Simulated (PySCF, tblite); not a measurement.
# C5H11P3: geometry, infrared bands and NMR shifts

Aim: predict the infrared bands and NMR shifts of C5H11P3 (`C=C(C)/P=P/CCP`).

Programs: tblite 0.8.0 and PySCF 2.14.0, with density-fitted response routines of our own. Each step states its level of theory. These are calculated values for one molecule in the gas phase, unless marked as measured. Atoms count from 0, in the outputs and in this text.

## (1) Starting geometry

19 atoms, charge 0, multiplicity 1; geometry from: force field or distance geometry start.

Bonds of the start (Å): C0–C1 1.36, C1–C2 1.47, C1–P3 1.84, P3–P4 1.99, P4–C5 1.88, C5–C6 1.50, C6–P7 1.88, C0–H8 1.10, C0–H9 1.08, C2–H10 1.10, C2–H11 1.12, C2–H12 1.12, C5–H13 1.11, C5–H14 1.14, C6–H15 1.12, C6–H16 1.09, P7–H17 1.46, P7–H18 1.47.

## (2) Geometry optimisation with GFN2-xTB

Job settings and geometry (Å):

```
{"job": {"kind": "relax", "xc": "GFN2-xTB", "basis": "xTB"}, "charge": 0, "multiplicity": 1}
C     -2.902400    -0.450000     1.547500
C     -2.796100    -0.054300     0.253900
C     -3.915300    -0.158400    -0.696400
P     -1.204800     0.620800    -0.368000
P      0.578400    -0.195700    -0.031500
C      2.153700     0.562700    -0.719400
C      3.151500     0.738100     0.383500
P      3.556000    -0.921600     1.159000
H     -1.982800    -0.318900     2.138900
H     -3.822600    -0.847000     1.961800
H     -4.283600    -1.192700    -0.807100
H     -4.751000     0.531000    -0.427100
H     -3.600800     0.173400    -1.717600
H      2.550100     0.012300    -1.599700
H      1.849600     1.598100    -1.071300
H      2.689700     1.403300     1.154800
H      4.115200     1.166200     0.091400
H      4.900500    -0.778600     1.718200
H      3.704900    -1.879500     0.052000
```

On the command line:

```sh
$ OMP_NUM_THREADS=1 python probes_run.py task.json out
```

The driver reads the jobs from task.json and runs them one after another.

**Question.** This job is followed by: GFN2-xTB harmonic vibrations, gas phase; GIAO PBE0/pcSseg-1 NMR shielding, non-relativistic, gas phase. What will the session give for the following? strongest single infrared mode (GFN2-xTB); zero-point energy (GFN2-xTB); 13C shifts against TMS (PBE0/pcSseg-1); 1H shifts against TMS (PBE0/pcSseg-1, means over atoms taken as alike); 31P shifts against H3PO4 (PBE0/pcSseg-1); surface potential, 1st and 99th percentile.

As calculated:

```
                                                              quantity                                   value
                             strongest single infrared mode (GFN2-xTB)                   2231 cm⁻¹, 295 km/mol
                                          zero-point energy (GFN2-xTB)                           90.1 kcal/mol
                                13C shifts against TMS (PBE0/pcSseg-1)      165.9, 125.6, 34.3, 28.2, 25.1 ppm
1H shifts against TMS (PBE0/pcSseg-1, means over atoms taken as alike)  6.00, 5.61, 3.10, 2.89, 2.46, 2.40 ppm
                              31P shifts against H3PO4 (PBE0/pcSseg-1)                589.6, 513.1, -194.6 ppm
                                 surface potential, 1st and 99th percentile                      -0.83 V and 0.83 V
```

Relaxing lowered the energy by 1.907 eV in 170 steps; the close pair that moved most is P7–H18, from 1.471 to 1.394 Å. All 51 modes are real, so the xTB geometry is a minimum. The strongest single mode, at 2231 cm⁻¹, moves mainly H17. GFN2-xTB is a fitted tight-binding method: band positions and strengths are rough. Its intensities can rank the bands wrongly. At PBE0/pcSseg-1: The widest tensor belongs to P4: span 1594 ppm, with a paramagnetic part of -1240 ppm. By nearest atom (PBE0/pcSseg-1), the HOMO sits on P3, P4 about 26 % each; P7 19 % and the LUMO on P3, P4 about 36 % each; P7 7 %.
